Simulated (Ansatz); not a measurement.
# CH6ClGaSi: small, medium and large basis sets

One table from this session's results is given with a row withheld; the runs are named, their logs left out.

Program: Ansatz 0.2.0, Gaussian basis. Level of theory: one geometry, several basis sets. These are calculated values, not measurements.

Plan: PBE0-D4/def2-SVP; ωB97M-V/def2-SVP; PBE0-D4/def2-QZVPP; the functionals' def2-TZVPP values are taken from earlier runs.

1 further run of the same task is left out (it didn't finish).

### Structure used throughout

The geometry comes from an earlier relaxation with PBE0-D4 in a triple-zeta def2 set; it is a stationary point, not always the lowest conformer.

SMILES `[SiH3][CH2][GaH][Cl]`, 10 atoms, charge 0, spin multiplicity 1.

Atoms are counted from 1 here; the program's logs count them from 0.

Bond lengths: Si1–C2 1.872 Å, Si1–H5 1.486 Å, Si1–H6 1.487 Å, Si1–H7 1.489 Å, C2–Ga3 1.951 Å, C2–H8 1.094 Å, C2–H9 1.094 Å, Ga3–Cl4 2.156 Å, Ga3–H10 1.557 Å. Angles: C2–Si1–H5 110.3°, C2–Si1–H6 111.4°, C2–Si1–H7 110.0°, H5–Si1–H6 108.8°, H5–Si1–H7 108.1°, H6–Si1–H7 108.2°, Si1–C2–Ga3 113.3°, Si1–C2–H8 109.0°, Si1–C2–H9 108.6°, Ga3–C2–H8 109.1°, Ga3–C2–H9 108.0°, H8–C2–H9 108.8°, C2–Ga3–Cl4 114.9°, C2–Ga3–H10 130.0°, Cl4–Ga3–H10 115.2°.

The first run:

File in.yaml:

```yaml
crystal:
  periodic: [false, false, false]
  atoms:
    - {symbol: Si, position_ang: [-0.963083, 1.055697, 0.349975]}
    - {symbol: C, position_ang: [0.332087, -0.247927, 0.706320]}
    - {symbol: Ga, position_ang: [1.137666, -0.996525, -0.905500]}
    - {symbol: Cl, position_ang: [0.019541, -2.598399, -1.818147]}
    - {symbol: H, position_ang: [-2.077828, 0.470926, -0.440126]}
    - {symbol: H, position_ang: [-1.515071, 1.629702, 1.606263]}
    - {symbol: H, position_ang: [-0.363994, 2.164352, -0.443774]}
    - {symbol: H, position_ang: [1.117705, 0.190777, 1.328488]}
    - {symbol: H, position_ang: [-0.138818, -1.065966, 1.259146]}
    - {symbol: H, position_ang: [2.451795, -0.602636, -1.642636]}
basis:
  gaussian: {orbitals: def2-SVP}
hamiltonian: {xc: pbe0, dispersion: d4}
output: {orbitals: {seedname: orbitals}}
```

Among the steps run: PBE0-D4 in def2-SVP; ωB97M-V in def2-SVP; PBE0-D4 in def2-QZVPP.

One table of the session follows, with a row left open; its other results are not shown here.

It belongs to the step «Functionals by basis». 

```
functional       basis  HOMO (eV)  LUMO (eV)
   PBE0-D4    def2-SVP      -8.07      -1.42
   PBE0-D4  def2-TZVPP          ?          ?
   PBE0-D4  def2-QZVPP      -8.17      -1.56
   ωB97M-V    def2-SVP     -10.20       0.33
   ωB97M-V  def2-TZVPP     -10.32       0.17
```

Q: Estimate the row for PBE0-D4, def2-TZVPP from the others.

**Answer.** HOMO (eV): -8.15; LUMO (eV): -1.52. In the column «HOMO (eV)» it lies between PBE0-D4, def2-QZVPP (-8.17) and PBE0-D4, def2-SVP (-8.07).
